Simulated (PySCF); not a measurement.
# CH6N2Si: the cost of one run

The runs use PySCF 2.14.0, with density-fitted response routines of our own; the level of theory stands in each step. All values are computed, except where a source is named. Atoms count from 0, in the outputs and in this text.

## Step 1: The molecule as given

10 atoms, charge 0, multiplicity 1; geometry from: GFN2-xTB. The atoms were then displaced at random by about 0.01 Å, so the start is not that level's minimum.

Bonds of the start (Å): C0–N1 1.28, N1–Si2 1.74, Si2–N3 1.68, C0–H4 1.08, C0–H5 1.08, Si2–H6 1.48, Si2–H7 1.46, N3–H8 1.02, N3–H9 1.01.

## Step 2: Optimising the geometry at PBE0-D3(BJ)/def2-SVP

The job: settings as JSON, then the geometry in Å.

```
{"job": {"xc": "PBE0", "basis": "def2-SVP", "d3": "d3bj", "grid": 1, "shake": 0.01, "kind": "geom"}, "charge": 0, "multiplicity": 1}
C      1.968440    -0.514740    -0.237800
N      0.823540    -0.061900    -0.579510
Si    -0.507590     0.696150     0.250980
N     -1.906720    -0.192490    -0.004810
H      2.588290    -0.958710    -0.999590
H      2.358960    -0.433620     0.768800
H     -0.352010     0.791560     1.716500
H     -0.605030     1.985660    -0.426730
H     -2.012700    -1.110050     0.422050
H     -2.304750    -0.222790    -0.930940
```

Command:

```sh
$ OMP_NUM_THREADS=1 python probes_run.py task.json out
```

This one command runs all jobs of the session in turn.

Q: Estimate the wall time and peak memory of this first job on 1 thread of Arm Neoverse V2, shared host.

About 15 s, with a peak of 0.38 GiB.
